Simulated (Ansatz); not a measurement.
Set up this calculation in Ansatz 0.2.0, as the native input.

```yaml
Task: relaxation of the atoms
Functional: PBE
Potentials_or_basis: all-electron LAPW, scalar-relativistic
Basis_error_allowed: 0.002 eV/atom
k_mesh: 10 × 10 × 1
Occupations: fermi-dirac, width 0.05 eV
Spin: no spin polarisation
```

The system is NbH2, a sheet with vacuum.

```
CELL_PARAMETERS angstrom
2.73318 0.00000 0.00000
0.00000 2.73318 0.00000
0.00000 0.00000 26.08150
ATOMIC_POSITIONS crystal
Nb 0.50000 0.50000 0.33280
H 0.00000 0.50000 0.28276
H 0.50000 0.00000 0.28276
```

The cell was built by a generator and needn't be a form met in nature.

These files were run (other wordings do the same):

input.yaml

```yaml
crystal:
  lattice:
    - [2.73318, 0.0, 0.0]
    - [0.0, 2.73318, 0.0]
    - [0.0, 0.0, 26.0815]
  atoms:
    - { symbol: Nb, position: [0.5, 0.5, 0.3328] }
    - { symbol: H, position: [0.0, 0.5, 0.28276] }
    - { symbol: H, position: [0.5, 0.0, 0.28276] }
kpoints:
  mp_grid: { grid: [10, 10, 1] }
scf:
  occupations: { method: fermi_dirac, width: 0.05 }
hamiltonian:
  xc: pbe
  pseudopotentials: { kind: all_electron, lapw: { basis_error: 0.002 } }
output:
  forces: true
  stress: true
relax:
  f_tol: 0.01
  max_steps: 60
```

Potentials or basis: all-electron LAPW, scalar-relativistic.

Command:

```bash
$ ansatz run input.yaml --threads 4 --pin off --max-ram 14336MiB --backend cpu --events-out ev --progress --plain --runs-dir out
```

It gave:

```yaml
Energy_gained_by_relaxing: 0.0 meV/atom
Ionic_steps: 2
```

Run time: 21 s on 4 threads of Intel(R) Xeon(R) Processor @ 2.50GHz (Skylake/Cascade Lake), with other jobs on the host, peak memory 0.63 GiB.
